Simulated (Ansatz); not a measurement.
**C2H8InNO2: a ladder of functionals and wavefunction methods**

One table from this session's results is given with a row withheld; the runs are named, their logs left out.

The runs use Ansatz 0.2.0, Gaussian basis; functionals in def2-TZVPP, the program's frozen cores in correlated methods.

Levels to be run: LDA (SPW92), PBE-D4, revPBE-D4, BLYP-D4, r2SCAN-D4, B97M-V, PBE0-D4, B3LYP-D4, r2SCANh-D4, r2SCAN0-D4, HSE06-D4, BHLYP-D4, CAM-B3LYP-D4, LC-ωPBE, ωB97X-V, ωB97M-V, B2PLYP, PBE-QIDH; CCSD(T)/def2-SVP; MP2/def2-TZVPP; MP2/def2-QZVPP; RPA on PBE.

### Structure used throughout

An earlier PBE0-D4 in a triple-zeta def2 set relaxation fixed the geometry. In takes the def2 core potential; no spin-orbit term is included.

SMILES `C[O][In]([NH2])[O]C`, 14 atoms, charge 0, spin multiplicity 1.

Atoms are counted from 1 here; the program's logs count them from 0.

Bond lengths: C1–O2 1.407 Å, C1–H7 1.098 Å, C1–H8 1.096 Å, C1–H9 1.097 Å, O2–In3 1.971 Å, In3–N4 2.012 Å, In3–O5 1.984 Å, N4–H10 1.011 Å, N4–H11 1.011 Å, O5–C6 1.402 Å, C6–H12 1.099 Å, C6–H13 1.100 Å, C6–H14 1.096 Å. Angles: O2–C1–H7 111.5°, O2–C1–H8 108.5°, O2–C1–H9 113.5°, H7–C1–H8 107.7°, H7–C1–H9 107.6°, H8–C1–H9 107.8°, C1–O2–In3 121.5°, O2–In3–N4 122.9°, O2–In3–O5 112.5°, N4–In3–O5 124.1°, In3–N4–H10 114.7°, In3–N4–H11 114.9°, H10–N4–H11 108.7°, In3–O5–C6 122.3°, O5–C6–H12 113.1°, O5–C6–H13 112.8°, O5–C6–H14 108.6°, H12–C6–H13 107.6° and more.

Set-up of the first run:

in.yaml

```yaml
crystal:
  periodic: [false, false, false]
  atoms:
    - {symbol: C, position_ang: [-0.942988, -1.651689, 2.057526]}
    - {symbol: O, position_ang: [-0.877605, -1.854329, 0.666967]}
    - {symbol: In, position_ang: [-0.108484, -0.496626, -0.536603]}
    - {symbol: N, position_ang: [-0.056178, -0.713337, -2.536536]}
    - {symbol: O, position_ang: [0.359894, 1.181899, 0.412322]}
    - {symbol: C, position_ang: [0.861215, 2.306068, -0.258289]}
    - {symbol: H, position_ang: [-0.024082, -1.985834, 2.556662]}
    - {symbol: H, position_ang: [-1.773602, -2.244282, 2.456914]}
    - {symbol: H, position_ang: [-1.111416, -0.604913, 2.338925]}
    - {symbol: H, position_ang: [-0.011647, -1.671371, -2.856293]}
    - {symbol: H, position_ang: [0.666002, -0.182616, -3.004022]}
    - {symbol: H, position_ang: [0.194954, 2.665126, -1.055692]}
    - {symbol: H, position_ang: [1.850192, 2.129563, -0.705886]}
    - {symbol: H, position_ang: [0.973726, 3.122370, 0.464006]}
basis:
  gaussian: {orbitals: def2-TZVPP}
hamiltonian: {xc: lda}
output: {orbitals: {seedname: orbitals}}
```

Launch:

```sh
ansatz run in.yaml --threads 4 --pin off --events-out ev --progress --plain --max-ram 11315MiB
```

Steps of the session up to this table: LDA; PBE-D4 (GGA); revPBE-D4 (GGA); BLYP-D4 (GGA); r2SCAN-D4 (meta-GGA); B97M-V (meta-GGA); PBE0-D4 (hybrid); B3LYP-D4 (hybrid); r2SCANh-D4 (hybrid); r2SCAN0-D4 (hybrid); HSE06-D4 (hybrid); BHLYP-D4 (hybrid); CAM-B3LYP-D4 (range-separated); LC-ωPBE (range-separated); ωB97X-V (range-separated); ωB97M-V (range-separated); B2PLYP (double hybrid); PBE-QIDH (double hybrid).

One of the session's tables, all rows but one given; the rest of the session is left out.

It belongs to the step «Frontier levels by functional». 

| functional | HOMO (eV) | LUMO (eV) | gap (eV) |
| --- | --- | --- | --- |
| LDA (SPW92) | -5.97 | -2.59 | 3.37 |
| PBE-D4 | ? | ? | ? |
| revPBE-D4 | -5.74 | -2.18 | 3.56 |
| BLYP-D4 | -5.72 | -2.28 | 3.44 |
| r2SCAN-D4 | -6.11 | -2.07 | 4.04 |
| B97M-V | -6.22 | -2.26 | 3.96 |
| PBE0-D4 | -7.33 | -1.42 | 5.92 |
| B3LYP-D4 | -7.10 | -1.75 | 5.35 |
| r2SCANh-D4 | -6.69 | -1.75 | 4.93 |
| r2SCAN0-D4 | -7.55 | -1.28 | 6.28 |
| HSE06-D4 | -6.92 | -1.79 | 5.14 |
| BHLYP-D4 | -8.77 | -0.62 | 8.15 |
| CAM-B3LYP-D4 | -8.78 | -0.50 | 8.28 |
| LC-ωPBE | -10.12 | 0.82 | 10.94 |
| ωB97X-V | -9.79 | 0.60 | 10.38 |
| ωB97M-V | -9.73 | 0.35 | 10.08 |

**Question.** Estimate the row for PBE-D4.

The run gave: HOMO (eV): -5.80; LUMO (eV): -2.31; gap (eV): 3.50. In the column «HOMO (eV)» it lies between LDA (SPW92) (-5.97) and revPBE-D4 (-5.74).
